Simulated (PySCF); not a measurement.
# C7H6O2: the cost of one run

Programs: PySCF 2.14.0, with routines of our own; each step states its level. All values are computed. Atoms count from 0.

## 1. The system as given

15 atoms, charge 0, multiplicity 1; geometry from: GFN2-xTB.

## 2. Magnetic properties: GIAO HF/pcSseg-1

Job settings and geometry (Å):

```
{"job": {"kind": "mag", "xc": "HF", "basis": "pcSseg-1", "isotopologues": 0}, "charge": 0, "multiplicity": 1}
C      3.119226     0.401972     0.226750
C      1.735535     0.013045     0.078871
C      0.596241    -0.334821    -0.050253
C     -0.798965    -0.717582    -0.188652
C     -1.647982     0.339884    -0.831300
C     -2.572149     0.710506     0.043825
O     -2.500570     0.035232     1.238311
C     -1.468990    -0.845387     1.185569
O     -1.184695    -1.575194     2.085028
H      3.684819     0.118722    -0.660598
H      3.190481     1.480222     0.366446
H      3.548202    -0.096734     1.095068
H     -0.853005    -1.679950    -0.711409
H     -1.492064     0.721770    -1.819165
H     -3.360498     1.436304    -0.022854
```

Method: GIAO HF/pcSseg-1 magnetisability, rotational g tensor and spin-rotation constants, non-relativistic, gas phase.

Launch:

```console
$ OMP_NUM_THREADS=1 python excited_run.py task.json out
```

One launch serves the whole session: the jobs run in the order shown.

Q: Estimate the wall time and peak memory of this first job on 1 thread of Intel Xeon Platinum 8259CL at 2.50GHz, shared host.

About 20 s, with a peak of 0.81 GiB.
